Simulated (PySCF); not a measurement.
# H8O2Si3: the cost of one run

The runs use PySCF 2.14.0, with density-fitted response routines of our own; the level of theory stands in each step. All values are computed, except where a source is named. Atoms are numbered from 0 throughout.

## (1) Starting geometry

13 atoms, charge 0, multiplicity 1; geometry from: GFN2-xTB. The atoms were then displaced at random by about 0.01 Å, so the start is not that level's minimum.

Bonds of the start (Å): O0–Si1 1.62, Si1–O2 1.59, O2–Si3 1.68, Si3–Si4 2.27, O0–H5 0.99, Si1–H6 1.45, Si1–H7 1.46, Si3–H8 1.49, Si3–H9 1.46, Si4–H10 1.46, Si4–H11 1.46, Si4–H12 1.47.

## (2) Optimising the geometry at PBE0-D3(BJ)/def2-SVP

What the job is given:

```
{"job": {"xc": "PBE0", "basis": "def2-SVP", "d3": "d3bj", "grid": 1, "shake": 0.01, "kind": "geom"}, "charge": 0, "multiplicity": 1}
O     -1.449830     1.361870     0.579600
Si    -2.067530     0.048510    -0.146080
O     -0.819390    -0.914510    -0.387630
Si     0.785830    -1.344160    -0.136140
Si     2.095690     0.506910     0.006550
H     -2.044460     2.113420     0.818560
H     -2.985860    -0.641230     0.737450
H     -2.573890     0.368700    -1.472030
H      0.726800    -2.176140     1.097440
H      0.983560    -2.233010    -1.271760
H      3.298890     0.353580    -0.797170
H      1.493950     1.775040    -0.411600
H      2.562070     0.764140     1.372490
```

On the command line:

```sh
OMP_NUM_THREADS=1 python probes_run.py task.json out
```

This one command runs all jobs of the session in turn.

**Question.** How long does this first job take on 1 thread of Arm Neoverse V2, shared host, and how much memory does it need?

About 91 s, with a peak of 0.51 GiB.
